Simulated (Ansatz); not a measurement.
# H₃MoNO₂S: basis-set convergence

An exercise on one series of results from a longer session: the logs are not shown, and one member is left open.

Method: one geometry, several basis sets; program: Ansatz 0.2.0, Gaussian basis.

Plan: PBE0-D4/def2-SVP; ωB97M-V/def2-SVP; PBE0-D4/def2-QZVPP; ωB97M-V/def2-QZVPP; the functionals' def2-TZVPP values are taken from earlier runs.

### Structure used throughout

All runs share one geometry, relaxed beforehand with PBE0-D4 in a triple-zeta def2 set. Mo takes the def2 core potential; no spin-orbit term is included.

8 atoms, charge 0, spin multiplicity 1.

Atoms are counted from 1 here; the program's logs count them from 0.

Bond lengths: N1–Mo2 1.915 Å, N1–H6 1.010 Å, N1–H7 1.009 Å, Mo2–O3 1.670 Å, Mo2–O4 1.874 Å, Mo2–S5 2.116 Å, O4–H8 0.961 Å. Angles: Mo2–N1–H6 122.2°, Mo2–N1–H7 124.7°, H6–N1–H7 112.0°, N1–Mo2–O3 107.5°, N1–Mo2–O4 110.4°, N1–Mo2–S5 108.0°, O3–Mo2–O4 108.5°, O3–Mo2–S5 112.2°, O4–Mo2–S5 110.2°, Mo2–O4–H8 121.6°.

Set-up of the first run:

Contents of in.yaml:

```yaml
crystal:
  periodic: [false, false, false]
  atoms:
    - {symbol: N, position_ang: [-0.666684, 0.660843, 1.062517]}
    - {symbol: Mo, position_ang: [0.508187, -0.299879, -0.105023]}
    - {symbol: O, position_ang: [1.297541, -1.450376, 0.813538]}
    - {symbol: O, position_ang: [-0.470655, -1.174395, -1.442042]}
    - {symbol: S, position_ang: [1.849028, 1.088058, -0.972266]}
    - {symbol: H, position_ang: [-0.958293, 0.291369, 1.955659]}
    - {symbol: H, position_ang: [-0.911160, 1.633814, 0.957330]}
    - {symbol: H, position_ang: [-0.555765, -0.806635, -2.325514]}
basis:
  gaussian: {orbitals: def2-SVP}
hamiltonian: {xc: pbe0, dispersion: d4}
output: {orbitals: {seedname: orbitals}}
```

Command:

```bash
$ ansatz run in.yaml --threads 4 --pin off --events-out ev --progress --plain --max-ram 10444MiB
```

Steps of the session up to this table: PBE0-D4 in def2-SVP; ωB97M-V in def2-SVP; PBE0-D4 in def2-QZVPP; ωB97M-V in def2-QZVPP.

One table of the session follows, with a row left open; its other results are not shown here.

It belongs to the step «Density functionals: the series». 

| functional | basis | HOMO (eV) | LUMO (eV) |
| --- | --- | --- | --- |
| PBE0-D4 | def2-SVP | -7.57 | -2.65 |
| PBE0-D4 | def2-TZVPP | -7.61 | -2.72 |
| PBE0-D4 | def2-QZVPP | -7.63 | -2.75 |
| ωB97M-V | def2-SVP | -9.67 | -0.57 |
| ωB97M-V | def2-TZVPP | -9.73 | -0.69 |
| ωB97M-V | def2-QZVPP | ? | ? |

Q: Estimate the row for ωB97M-V, def2-QZVPP from the others.

The run gave: HOMO (eV): -9.76; LUMO (eV): -0.74. In the column «HOMO (eV)» it is the lowest.
